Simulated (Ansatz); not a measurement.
**AlGaH (quartet): from Hartree-Fock to the top rungs at distance Ga2–H3 = 1.946 Å, 6-31G**

Aim: climb from Hartree-Fock through coupled cluster and multireference methods for AlGaH (quartet) at one geometry and basis, and see what each rung misses.

Program: Ansatz 0.2.0, Gaussian basis. Level of theory: 6-31G, core rule «outside noble gas», up to 19 orbitals frozen. These are calculated values, not measurements.

To be run: UHF; CCSD(T) on ROHF; CCSD(T) on UHF; BCCD(T) on ROHF; CISD; CCSDT(Q) on ROHF; CCSDT(Q) on UHF; CASSCF and MRCISD+Q, 5 electrons in 5 orbitals; CASSCF and NEVPT2, 5 electrons in 5 orbitals; CASSCF and MRCISD+Q, 7 electrons in 9 orbitals; CASSCF and NEVPT2, 7 electrons in 9 orbitals; Full CI.

23 further runs of the same task are left out: 2 for a known fault of the program, 17 that didn't finish, 4 set aside as unsound or not needed.

## (1) What is computed

The geometry derives from a PBE0/def2-TZVP stationary point (not a proven minimum). One bond is set to the value named and the two fragments are kept rigid. No spin-orbit coupling is included. The filled d shell of Ga may be among the frozen orbitals whatever the setting's name suggests; the logs give the count.

3 atoms, charge 0, spin multiplicity 4.

Atoms are counted from 1 here; the program's logs count them from 0.

Bond lengths: Al1–Ga2 2.308 Å, Ga2–H3 1.946 Å. Angles: Al1–Ga2–H3 180.0°.

## (2) UHF

Contents of in.yaml:

```yaml
crystal:
  periodic: [false, false, false]
  atoms:
    - {symbol: Al, position_ang: [0.000000, 0.000000, 2.187600]}
    - {symbol: Ga, position_ang: [0.000000, 0.000000, -0.120800]}
    - {symbol: H, position_ang: [0.000000, 0.000000, -2.066800]}
basis:
  gaussian: {orbitals: 6-31G}
magnetization: {spin_polarized: true, initial_magnetization: 3}
hamiltonian: {xc: hf}
output: {orbitals: {seedname: orbitals}}
```

Launch:

```console
$ ansatz run in.yaml --threads 1 --pin off --events-out ev --progress --plain --max-ram 2393MiB
```

After this run come: CCSD(T) on ROHF; CCSD(T) on UHF; BCCD(T) on ROHF; CISD; CCSDT(Q) on ROHF; CCSDT(Q) on UHF; CASSCF and MRCISD+Q, 5 electrons in 5 orbitals; CASSCF and NEVPT2, 5 electrons in 5 orbitals; CASSCF and MRCISD+Q, 7 electrons in 9 orbitals; CASSCF and NEVPT2, 7 electrons in 9 orbitals; Full CI.

Q: Predict the results of all the runs planned. Wanted: FCI below the RHF energy; RMP2 from FCI; UMP2 from FCI; RCCSD from FCI; RCCSD(T) from FCI; UCCSD(T) from FCI; RCCSDT(Q) from FCI; UCCSDT(Q) from FCI; NEVPT2 pair from FCI.

**Answer**, as computed:

| quantity | value |
| --- | --- |
| FCI below the RHF energy | -2.1806 eV |
| RMP2 from FCI | +17.70 kcal/mol |
| UMP2 from FCI | +17.49 kcal/mol |
| RCCSD from FCI | +2.46 kcal/mol |
| RCCSD(T) from FCI | +0.89 kcal/mol |
| UCCSD(T) from FCI | +0.84 kcal/mol |
| RCCSDT(Q) from FCI | +0.06 kcal/mol |
| UCCSDT(Q) from FCI | +0.03 kcal/mol |
| NEVPT2 pair from FCI | +13.34 kcal/mol |
| MRCISD+Q pair from FCI | +0.82 kcal/mol |
| NEVPT2 valence from FCI | +3.33 kcal/mol |
| levels within 1 kcal/mol (43 meV) | RCCSD(T), UCCSD(T), BCCD(T), RCCSDT, UCCSDT, RCCSDT(Q), UCCSDT(Q), MRCISD+Q pair, MRCISD valence, MRCISD+Q valence |
| T1 diagnostic | 0.046 |
| effectively unpaired electrons | 3.07 |

What this shows: RCCSD(T) misses by +0.89 kcal/mol, 1.8 % of the correlation energy. The occupations are near whole numbers, but T1 = 0.046 shows that the orbitals relax strongly. Of the multireference levels listed MRCISD+Q valence comes nearest in total energy (+0.10 kcal/mol), which doesn't show that its space is the better one. These misses are within one basis, not against nature; the frozen cores of restricted and unrestricted runs differ, which can shift their rows.
